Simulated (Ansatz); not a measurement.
# AlF2H5OSi: the cost of one run

All numbers below are computed with Ansatz 0.2.0 (UKS B3LYP/6-31G).

### 1 The starting structure

Bond lengths: Al1–O2 2.177 Å, Al1–F3 1.652 Å, Al1–F4 1.653 Å, Al1–Si6 2.710 Å, O2–H7 0.957 Å, Si6–H8 1.468 Å, Si6–H9 1.475 Å, Si6–H10 1.470 Å. Angles: Al1–O2–H7 169.8°, O2–Al1–F3 109.1°, O2–Al1–F4 116.3°, O2–Al1–Si6 79.4°, F3–Al1–F4 119.4°, F3–Al1–Si6 120.7°, F4–Al1–Si6 105.6°, Al1–Si6–H8 101.8°, Al1–Si6–H9 121.0°, Al1–Si6–H10 118.4°, H8–Si6–H9 103.6°, H8–Si6–H10 104.8°, H9–Si6–H10 105.0°.

As a file:

```xyz
10

Al    0.5347   -1.3230   -0.2314
O     0.6800    0.2381   -1.7421
F    -0.3384   -2.5861   -0.8400
F     1.9049   -1.6300    0.6402
H     0.0484    0.4837   -0.6581
Si   -0.7001    0.7245    1.0448
H     0.7609    0.7960   -2.5160
H    -0.7167    0.2463    2.4329
H    -0.0649    2.0519    1.1437
H    -2.1090    0.9987    0.7259
```

### 2 Run 1

150 steps of 0.5 fs at constant energy, with velocities drawn for 300 K.

input.yaml reads:

```yaml
crystal:
  periodic: [false, false, false]
  atoms:
    - { symbol: Al, position_ang: [0.5347, -1.323, -0.2314] }
    - { symbol: O, position_ang: [0.68, 0.2381, -1.7421] }
    - { symbol: F, position_ang: [-0.3384, -2.5861, -0.84] }
    - { symbol: F, position_ang: [1.9049, -1.63, 0.6402] }
    - { symbol: H, position_ang: [0.0484, 0.4837, -0.6581] }
    - { symbol: Si, position_ang: [-0.7001, 0.7245, 1.0448] }
    - { symbol: H, position_ang: [0.7609, 0.796, -2.516] }
    - { symbol: H, position_ang: [-0.7167, 0.2463, 2.4329] }
    - { symbol: H, position_ang: [-0.0649, 2.0519, 1.1437] }
    - { symbol: H, position_ang: [-2.109, 0.9987, 0.7259] }
magnetization:
  spin_polarized: true
basis:
  gaussian: { orbitals: "6-31G" }
hamiltonian:
  xc: b3lyp
md:
  timestep: 0.5
  n_steps: 150
  ensemble: nve
  temperature: 300.0
  initial_velocities: maxwell_boltzmann
  seed: 588065
```

Launch:

```
> ansatz run input.yaml --threads 1 --pin off --max-ram 2048MiB --backend cpu --events-out ev --progress --plain --runs-dir out
```

Q: Estimate wall time and peak memory on 1 thread of Arm Neoverse V1, shared host.

About 15 min, with a peak of 0.2 GiB.
